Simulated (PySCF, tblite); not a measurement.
# C₅H₁₂O₃Si: geometry, infrared bands and NMR shifts

What infrared bands and NMR shifts should C₅H₁₂O₃Si (`CC[C@](C)(O[SiH3])C(=O)O`) show?

The runs use tblite 0.8.0 and PySCF 2.14.0, with density-fitted response routines of our own; the level of theory stands in each step. All values are computed, except where a source is named. Atoms are numbered from 0 throughout.

### Step 1. The starting structure

21 atoms, charge 0, multiplicity 1; geometry from: force field or distance geometry start.

Bonds of the start (Å): C0–C1 1.54, C1–C2 1.54, C2–C3 1.55, C2–O4 1.43, O4–Si5 1.67, C2–C6 1.55, C6–O7 1.23, C6–O8 1.36, C0–H9 1.10, C0–H10 1.10, C0–H11 1.08, C1–H12 1.10, C1–H13 1.09, C3–H14 1.09, C3–H15 1.08, C3–H16 1.09, Si5–H17 1.48, Si5–H18 1.48, Si5–H19 1.48, O8–H20 0.98.

### Step 2. Geometry optimisation with GFN2-xTB

The job: settings as JSON, then the geometry in Å.

```
{"job": {"kind": "relax", "xc": "GFN2-xTB", "basis": "xTB"}, "charge": 0, "multiplicity": 1}
C      2.237500     0.327300     0.788000
C      1.463800    -0.395600    -0.325300
C     -0.058700    -0.173600    -0.275800
C     -0.677600    -0.879900    -1.512000
O     -0.243100     1.239800    -0.430700
Si    -1.690400     2.019900    -0.164500
C     -0.600800    -0.830500     1.021500
O     -1.026000    -0.262200     2.021800
O     -0.526600    -2.185700     1.016300
H      2.073500     1.411200     0.737000
H      1.917000    -0.013100     1.779600
H      3.298800     0.135600     0.692300
H      1.696700    -1.468800    -0.241500
H      1.868700    -0.043600    -1.278100
H     -0.370700    -1.928200    -1.558500
H     -0.384900    -0.391100    -2.423700
H     -1.770700    -0.873100    -1.462700
H     -1.635300     2.726800     1.136000
H     -2.790800     1.033800    -0.176400
H     -1.907700     3.003200    -1.243500
H     -0.881700    -2.435400     1.899700
```

Run with:

```sh
$ OMP_NUM_THREADS=1 python probes_run.py task.json out
```

The driver reads the jobs from task.json and runs them one after another.

**Question.** This job is followed by: GFN2-xTB harmonic vibrations, gas phase; GIAO PBE0/pcSseg-1 NMR shielding, non-relativistic, gas phase. What will the session give for the following? strongest single infrared mode (GFN2-xTB); zero-point energy (GFN2-xTB); ¹³C shifts against TMS (PBE0/pcSseg-1); ¹H shifts against TMS (PBE0/pcSseg-1, means over atoms taken as alike); ¹⁷O shifts against H2O (PBE0/pcSseg-1); ²⁹Si shifts against TMS (PBE0/pcSseg-1); surface potential, 1st and 99th percentile.

**Answer**, as computed:

```
                                                              quantity                                   value
                             strongest single infrared mode (GFN2-xTB)                   1785 cm⁻¹, 451 km/mol
                                          zero-point energy (GFN2-xTB)                          102.1 kcal/mol
                                ¹³C shifts against TMS (PBE0/pcSseg-1)       185.7, 77.3, 39.0, 30.8, 11.1 ppm
¹H shifts against TMS (PBE0/pcSseg-1, means over atoms taken as alike)  6.29, 5.07, 1.96, 1.67, 1.55, 1.03 ppm
                                ¹⁷O shifts against H2O (PBE0/pcSseg-1)                  425.9, 199.0, 38.4 ppm
                               ²⁹Si shifts against TMS (PBE0/pcSseg-1)                               -45.6 ppm
                                 surface potential, 1st and 99th percentile                      -1.22 V and 2.45 V
```

**Reading.** The optimisation took 125 steps and gained 0.446 eV; among the close pairs (by a distance rule), C2–O4 changed most, from 1.434 to 1.383 Å. No mode is imaginary among the 57: a minimum at this level. The strongest single mode, at 1785 cm⁻¹, moves mainly C6 and O7. GFN2-xTB is a fitted tight-binding method: band positions and strengths are rough. Its intensities can rank the bands wrongly. At PBE0/pcSseg-1: Shielding is most anisotropic at O7 (span 618 ppm, paramagnetic term -495 ppm).
